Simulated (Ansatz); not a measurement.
**KF: pressure up to the limit of the methods**

Aim: compress KF step by step, far beyond the usual range, and follow pressure and electronic structure. Methods of the runs shown: PAW. Its runs: atoms relaxed at the given volume (PAW); volume scaled by 1 (PAW); atoms relaxed at 0.6 of the volume (PAW); volume scaled by 0.6 (PAW); atoms relaxed at 0.55 of the volume (PAW); volume scaled by 0.55 (PAW); atoms relaxed at 0.4 of the volume (PAW); volume scaled by 0.4 (PAW).

Computed with Ansatz 0.2.0 (DFT, PBE, PAW with Ansatz's default frozen-core files, scalar-relativistic, unless a step's input says otherwise).

1 further run of the same task is left out (it didn't finish).

### Step 1. Starting point

The structure is cubic, space group Fm-3m (No. 225). The conventional cell has a = 5.344 Å, b = 5.344 Å, c = 5.344 Å, α = 90.00°, β = 90.00°, γ = 90.00°. K (site symmetry m-3m) is surrounded by 6 F at 2.67 Å. F (site symmetry m-3m) is surrounded by 6 K at 2.67 Å.

Structure file:

```
CELL_PARAMETERS angstrom
0.00000 2.67185 2.67185
2.67185 0.00000 2.67185
2.67185 2.67185 0.00000
ATOMIC_POSITIONS crystal
K 0.00000 0.00000 0.00000
F 0.50000 0.50000 0.50000
```

Whether this phase is the stable one at these pressures isn't tested.

Atoms are numbered in the order of the input: K1, F2.

### Step 2. Atoms relaxed at the given volume, PAW

File input.yaml:

```yaml
crystal:
  lattice:
    - [0.0, 2.67185, 2.67185]
    - [2.67185, 0.0, 2.67185]
    - [2.67185, 2.67185, 0.0]
  atoms:
    - { symbol: K, position: [0.0, 0.0, 0.0] }
    - { symbol: F, position: [0.5, 0.5, 0.5] }
kpoints:
  mp_grid: { grid: [9, 9, 9] }
scf:
  occupations: { method: fermi_dirac, width: 0.03 }
hamiltonian:
  xc: pbe
  pseudopotentials: { kind: paw }
output:
  forces: true
  stress: true
relax:
  f_tol: 0.01
  max_steps: 30
```

On the command line:

```bash
$ ansatz run input.yaml --threads 1 --pin off --max-ram 2048MiB --backend cpu --events-out ev --progress --plain --runs-dir out
```

The runs that follow: Volume scaled by 1, PAW; Atoms relaxed at 0.6 of the volume, PAW; Volume scaled by 0.6, PAW; Atoms relaxed at 0.55 of the volume, PAW; Volume scaled by 0.55, PAW; Atoms relaxed at 0.4 of the volume, PAW; Volume scaled by 0.4, PAW.

Before running it: what results should come out? Wanted: PAW pressure at 0.4 of the volume; fitted bulk modulus at zero pressure.

**Answer**, as computed:

```
                                  quantity      value
         PAW pressure at 0.4 of the volume  284.2 GPa
fitted bulk modulus at zero pressure (PAW)     32 GPa
                   its pressure derivative       4.55
```

In words: At 0.4 of the starting volume PAW gives 284 GPa. One third-order Birch-Murnaghan curve follows these points (B₀ = 32 GPa, B′ = 4.55, misfit at most 0.23 GPa). A fit over so wide a range leans to the high pressures, so B₀ can be off by several per cent. The gap goes from 6.18 to 3.75 eV. No all-electron run checks these rows here, and frozen cores can fail under such compression. The ions are at rest, and the electrons smeared by 0.03 eV.

The gaps are Kohn-Sham values of a semilocal functional, not quasiparticle or optical gaps. Such gaps usually fall short of the measured ones.
